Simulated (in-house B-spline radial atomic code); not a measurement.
# Pb⁷⁴⁺: excited configurations in jj coupling

Wanted: excitation energies of Pb⁷⁴⁺ as differences of total energies (ΔSCF).

Program: in-house B-spline radial atomic code version 1. Level of theory: Dirac-Hartree-Fock, average of configuration, Fermi nucleus, basis-set limit. These are calculated values, not measurements, unless marked.

**1. Starting point**

- element: lead (Z = 82)
- charge: +74
- electrons: 8
- configuration: 1s2 2s2 2p-2 2p+2
- Hamiltonian: Dirac-Coulomb
- nucleus: Fermi, rms radius 5.501 fm

In configurations, a minus sign after the shell means j = l − 1/2 and a plus sign j = l + 1/2; the count of electrons follows.

Settings, as recorded:

```ini
Z = 82
electrons = 8.0
configuration = 1s2 2s2 2p-2 2p+2
hamiltonian = dirac
method = hf
spin_polarised = False
nucleus = fermi
rms_radius = 5.5012
mass_number = 208
atomic_mass = 207.976652005
speed_of_light = 137.035999084
```

The reference is known from an earlier run: -12482.914817 hartree in all. Up to eight levels, counted from the top:

```
orbital  occupation  energy (eV)  <r> (bohr)
  1s1/2           2     -96541.4     0.01602
  2s1/2           2     -23153.2     0.06536
  2p1/2           2     -22706.7     0.05346
  2p3/2           2     -20394.5     0.06180
```

**2. 1s2 2s1 2p-1 2p+3 3p-1**

Settings, as recorded:

```ini
Z = 82
electrons = 8.0
configuration = 1s2 2s1 2p-1 2p+3 3p-1
hamiltonian = dirac
method = hf
spin_polarised = False
nucleus = fermi
rms_radius = 5.5012
mass_number = 208
atomic_mass = 207.976652005
speed_of_light = 137.035999084
```

**3. 1s2 2s1 2p-1 2p+3 3d+1**

Changes to the settings of step 2:

```diff
@@ -2,3 +2,3 @@
 electrons = 8.0
-configuration = 1s2 2s1 2p-1 2p+3 3p-1
+configuration = 1s2 2s1 2p-1 2p+3 3d+1
 hamiltonian = dirac
```

**4. Configuration 1s2 2s2 2p-1 2p+2 6p+1**

Changes to the settings of step 3:

```diff
@@ -2,3 +2,3 @@
 electrons = 8.0
-configuration = 1s2 2s1 2p-1 2p+3 3d+1
+configuration = 1s2 2s2 2p-1 2p+2 6p+1
 hamiltonian = dirac
```

**5. Configuration 1s2 2s2 2p+3 6d+1**

Changes to the settings of step 4:

```diff
@@ -2,3 +2,3 @@
 electrons = 8.0
-configuration = 1s2 2s2 2p-1 2p+2 6p+1
+configuration = 1s2 2s2 2p+3 6d+1
 hamiltonian = dirac
```

**6. Run with 1s2 2s1 2p-1 2p+3 5d-1**

Changes to the settings of step 5:

```diff
@@ -2,3 +2,3 @@
 electrons = 8.0
-configuration = 1s2 2s2 2p+3 6d+1
+configuration = 1s2 2s1 2p-1 2p+3 5d-1
 hamiltonian = dirac
```

**7. Run with 1s2 2s2 2p+4**

Changes to the settings of step 6:

```diff
@@ -2,3 +2,3 @@
 electrons = 8.0
-configuration = 1s2 2s1 2p-1 2p+3 5d-1
+configuration = 1s2 2s2 2p+4
 hamiltonian = dirac
```

**8. 1s2 2s2 2p-1 2p+3**

Changes to the settings of step 7:

```diff
@@ -2,3 +2,3 @@
 electrons = 8.0
-configuration = 1s2 2s2 2p+4
+configuration = 1s2 2s2 2p-1 2p+3
 hamiltonian = dirac
```

**Question.** How far above the reference does each configuration lie (order and size, in eV)?

**Answer**, as computed:

| net move | configuration | energy above the reference (eV) | with Breit, QED, recoil (eV) | largest <r> (bohr) |
| --- | --- | --- | --- | --- |
| 2p1/2 → 2p3/2 | 1s2 2s2 2p-1 2p+3 | 2289.76 | 2260.56 | 0.0653 |
| 2×2p1/2 → 2×2p3/2 | 1s2 2s2 2p+4 | 4612.54 | 4567.44 | 0.0653 |
| 2p1/2, 2s → 2p3/2, 3p1/2 | 1s2 2s1 2p-1 2p+3 3p-1 | 15845.0 | 15767.5 | 0.148 |
| 2p1/2, 2s → 2p3/2, 3d5/2 | 1s2 2s1 2p-1 2p+3 3d+1 | 16814.5 | 16726.3 | 0.136 |
| 2p1/2 → 6p3/2 | 1s2 2s2 2p-1 2p+2 6p+1 | 20509.4 | 20449.2 | 0.683 |
| 2p1/2, 2s → 2p3/2, 5d3/2 | 1s2 2s1 2p-1 2p+3 5d-1 | 22320.1 | 22229.7 | 0.445 |
| 2×2p1/2 → 2p3/2, 6d5/2 | 1s2 2s2 2p+3 6d+1 | 22888.7 | 22807.8 | 0.668 |

What this shows: At the bottom stands 2p1/2 → 2p3/2 (2289.76 eV), at the top 2×2p1/2 → 2p3/2, 6d5/2 (22888.7 eV). 2 of them lie more than 2 % above the ionisation threshold that Koopmans' theorem gives (20394.5 eV), where such states can decay by emitting an electron. Two partly filled shells share a symmetry and can mix in the average, which may lower the energy, for: 2p1/2, 2s → 2p3/2, 3p1/2; 2p1/2 → 6p3/2. These are averages over configurations, without correlation, not spectroscopic levels.
